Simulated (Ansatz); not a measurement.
# Li2BrCl (ordered alloy on rocksalt lattice): Wannier functions and tight-binding models

Where do the localised orbitals of Li2BrCl (ordered alloy on rocksalt lattice) sit, how far are they spread, and how do the settings change that? The runs, in order: PBE, anion s p, 6×6×6; PBE, anion s p, 4×4×4; PBE, anion s p, 8×8×8; PBE, anion p, 6×6×6; r2SCAN, anion s p, 6×6×6; r2SCAN, anion p, 6×6×6; HSE06, anion s p, 6×6×6 (level, trial orbitals, Wannier mesh).

Program: Ansatz 0.2.0. Level of theory: plane waves, PAW. These are calculated values, not measurements.

3 further runs of the same task are left out: 3 that didn't finish. Runs told in other sessions of the task aren't counted.

## Step 1: Starting point

The structure is trigonal, space group R-3m (No. 166). The conventional cell has a = 3.752 Å, b = 3.752 Å, c = 18.349 Å, α = 90.00°, β = 90.00°, γ = 120.00°. Around Cl (site symmetry -3m) lie 6 Li at 2.61 Å. Around Br (site symmetry -3m) lie 6 Li at 2.70 Å. Li (site symmetry 3m) has 3 Cl at 2.61 Å and 3 Br at 2.70 Å in its first shell of neighbours.

Coordinates:

```
Cl Br Li
1.0
     1.87607    1.08315    6.11642
    -1.87607    1.08315    6.11642
     0.00000   -2.16629    6.11642
Cl Br Li
1 1 2
Direct
  0.00000 0.00000 0.00000
  0.50000 0.50000 0.50000
  0.25436 0.25436 0.25436
  0.74564 0.74564 0.74564
```

The cell was relaxed beforehand with r2SCAN; those runs aren't shown.

## Step 2: PBE, anion s p, 6×6×6

The input, input.yaml:

```yaml
crystal:
  lattice:
    - [1.8760659208, 1.0831471644, 6.1164156605]
    - [-1.8760659208, 1.0831471644, 6.1164156605]
    - [0.0, -2.1662943288, 6.1164156605]
  atoms:
    - { symbol: Cl, position: [1.0, 0.0, 0.0] }
    - { symbol: Br, position: [0.5, 0.5, 0.5] }
    - { symbol: Li, position: [0.2543610294, 0.2543610294, 0.2543610294] }
    - { symbol: Li, position: [0.7456389706, 0.7456389706, 0.7456389706] }
kpoints:
  mp_grid: { grid: [6, 6, 6] }
  band_path:
    path:
      - [[0.0, 0.0, 0.0], [0.5, 0.5, 0.5], [0.8124264309276, 0.1875735690724, 0.5]]
      - [[0.5, -0.1875735690724, 0.1875735690724], [0.5, -3.628093770292e-17, -2.548084237284e-17], [0.0, 0.0, 0.0], [0.3437867845362, -0.3437867845362, -1.293448444753e-17]]
      - [[0.6562132154638, -9.197324545852e-18, 0.3437867845362], [0.5, 2.331118163828e-17, 0.5], [0.0, 0.0, 0.0]]
    npoints: 10
hamiltonian:
  xc: pbe
scf:
  occupations: { method: fixed }
  n_extra_bands: 6
output:
  forces: false
  stress: false
  eigenvalues: true
  wannier:
    kmesh: [6, 6, 6]
    projections:
      - { species: Cl, l: s, shell: 3 }
      - { species: Cl, l: p, shell: 3 }
      - { species: Br, l: s, shell: 4 }
      - { species: Br, l: p, shell: 4 }
    minimise: true
    write_hr: true
    conv_tol: 1.0e-08
    max_iter: 3000
```

Command:

```bash
$ ansatz run input.yaml --threads 4 --pin off --max-ram 3686MiB --backend cpu --events-out ev --progress --plain --runs-dir out
```

After this run come: PBE, anion s p, 4×4×4; PBE, anion s p, 8×8×8; PBE, anion p, 6×6×6; r2SCAN, anion s p, 6×6×6; r2SCAN, anion p, 6×6×6; HSE06, anion s p, 6×6×6.

Before running them: what should the planned runs give, taken together? Wanted: total spread, PBE, anion s p, 6×6×6; total spread, PBE, anion s p, 4×4×4; total spread, PBE, anion s p, 8×8×8; total spread, PBE, anion p, 6×6×6; total spread, r2SCAN, anion s p, 6×6×6; total spread, r2SCAN, anion p, 6×6×6; total spread, HSE06, anion s p, 6×6×6; centres of the first set.

As calculated:

| quantity | value |
| --- | --- |
| total spread, PBE, anion s p, 6×6×6 | 9.21 Å² over 8 functions |
| total spread, PBE, anion s p, 4×4×4 | 8.89 Å² over 8 functions |
| total spread, PBE, anion s p, 8×8×8 | 9.33 Å² over 8 functions |
| total spread, PBE, anion p, 6×6×6 | 9.16 Å² over 6 functions |
| total spread, r2SCAN, anion s p, 6×6×6 | 9.00 Å² over 8 functions |
| total spread, r2SCAN, anion p, 6×6×6 | 8.95 Å² over 6 functions |
| total spread, HSE06, anion s p, 6×6×6 | 9.02 Å² over 8 functions |
| centres of the first set | 0.45 to 0.49 Å from the nearest atom |

In words: With PBE, anion s p, 6×6×6 the 8 functions move off the atoms, with a mean spread of 1.15 Å²; 81 % of the total is gauge invariant. The total spread goes from 8.89 Å² on 4×4×4 to 9.33 Å² on 8×8×8: finite differences in k understate it on coarse meshes, while the largest miss of a band goes from 0.04 to 0.00 eV. On one set and mesh the functional gives 9.21 (PBE), 9.00 (r2SCAN), 9.02 (HSE06) Å².
